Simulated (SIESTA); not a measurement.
NbRu3:

```
Ru Nb
1.0
     2.77506    0.00000    0.00000
    -1.38753    2.40327    0.00000
     0.00000    0.00000    9.01327
Ru Nb
3 1
Direct
  0.33333 0.66667 0.23509
  0.33333 0.66667 0.76491
  0.00000 0.00000 0.00000
  0.00000 0.00000 0.50000
```

The cell comes from a database or a generator and needn't be the stable form of this composition.

```yaml
Program: SIESTA 5.4.2
Task: single point
Functional: PBEsol
Potentials_or_basis: PseudoDojo 0.4 standard (PBEsol files)
Basis: DZP (energy shift 0.003 Ry; two zetas on semicore shells)
Grid_cutoff: 800 Ry
Energy_shift: 0.003 Ry
k_mesh: 11 × 11 × 3
Occupations: fermi-dirac, width 0.05 eV
Spin: no spin polarisation
```

On this cell: pressure -9.1 GPa; largest force 0.103 eV/Å; band gap on the k mesh none (metal or under the smearing width).

The same run follows on a disturbed copy (atoms moved at random, drawn with an rms of 0.05 Å):

```xyz
4
Lattice="2.7751 0.0000 0.0000 -1.3875 2.4033 0.0000 0.0000 0.0000 9.0133" Properties=species:S:1:pos:R:3 pbc="T T T"
Ru    0.0281    1.5994    2.1558
Ru    0.0343    1.5947    6.9064
Ru    0.0089    0.0091    0.0442
Nb    0.0407    0.0034    4.5013
```

Task: What changes?

Result: The energy (extrapolated to zero smearing) moves by +4.5 meV/atom; pressure -9.2 GPa; largest force 0.465 eV/Å; band gap on the k mesh none (metal or under the smearing width).

Forces in eV/Å, atoms in the order of the input:
```
Ru  -0.078  0.058 -0.260
Ru  -0.086  0.065  0.262
Ru   0.180 -0.112 -0.413
Nb  -0.015 -0.010  0.412
```

Stress tensor (GPa, compression positive):
```
-9.14  0.17  0.03
 0.17 -8.79 -0.05
 0.03 -0.05 -9.60
```

Caveats: the basis of atomic orbitals isn't converged, which shifts pressures, moduli and gaps.
